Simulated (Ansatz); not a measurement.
The system is GaF.

```
Ga F
1.0
     0.00000    2.84624    2.84624
     2.84624    0.00000    2.84624
     2.84624    2.84624    0.00000
Ga F
1 1
Direct
  0.25000 0.25000 0.25000
  0.00000 0.00000 0.00000
```

The cell was built by a generator and needn't be a form met in nature.

| Quantity | Value |
| --- | --- |
| Program | Ansatz 0.2.0 |
| Task | single point |
| Functional | PBE |
| Potentials or basis | Ansatz PAW soft_1 |
| Cutoff | 420 eV (not typed: the program's choice for these potentials) |
| k mesh | 8 × 8 × 8 |
| Occupations | fermi-dirac, width 0.05 eV |
| Spin | no spin polarisation |

On this cell: pressure 0.0 GPa; largest force zero by symmetry; band gap on the k mesh 2.27 eV, indirect (least direct gap 2.28 eV).

The same run follows on a disturbed copy (atoms moved at random, drawn with an rms of 0.05 Å):

```xyz
2
Lattice="0.0000 2.8462 2.8462 2.8462 0.0000 2.8462 2.8462 2.8462 0.0000" Properties=species:S:1:pos:R:3 pbc="T T T"
Ga    1.4742    1.4426    1.4291
F     0.0333   -0.0164    0.0262
```

Problem. What changes?

Solution. The energy moves by +0.1 meV/atom; pressure 0.0 GPa; largest force 0.009 eV/Å; band gap on the k mesh 2.27 eV, indirect (least direct gap 2.28 eV).

Forces in eV/Å, atoms in the order of the input:
```
Ga  -0.003 -0.007  0.004
F    0.003  0.007 -0.004
```

A k mesh can miss the band edges.
